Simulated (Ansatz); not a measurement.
# BiW (CsCl type): a relaxation

The task is a relaxation on BiW (CsCl type). The structure is shown as the input types it.

Program: Ansatz 0.2.0. Level of theory: DFT, LDA, PAW with Ansatz's default frozen-core files, scalar-relativistic. These are calculated values, not measurements.

## Step 1: The run

File input.yaml:

```yaml
crystal:
  lattice:
    - [3.4031152376, 0.0, 0.0]
    - [0.0, 3.4031152376, 0.0]
    - [0.0, 0.0, 3.4031152376]
  atoms:
    - { symbol: Wx, position: [0.0, 0.0, 0.0] }
    - { symbol: Bi, position: [0.5, 0.5, 0.5] }
kpoints:
  mp_grid: { grid: [11, 11, 11] }
scf:
  occupations: { method: fermi_dirac, width: 0.1 }
  max_iter: 75
hamiltonian:
  xc: lda
  pseudopotentials: { kind: paw }
output:
  forces: true
  stress: true
relax:
  f_tol: 0.005
  max_steps: 40
  cell: {}
```

Command:

```sh
> ansatz run input.yaml --threads 1 --pin off --max-ram 2048MiB --backend cpu --events-out ev --progress --plain --runs-dir out
```

What happens when this is run?

The program refused the input before any cycle. Its message: «line 7 column 17: `Wx` is not an element symbol (H … Og, case-exact)»

One of the atoms is labelled with something that isn't a chemical symbol in the accepted spelling.

The cure: mend the symbol.
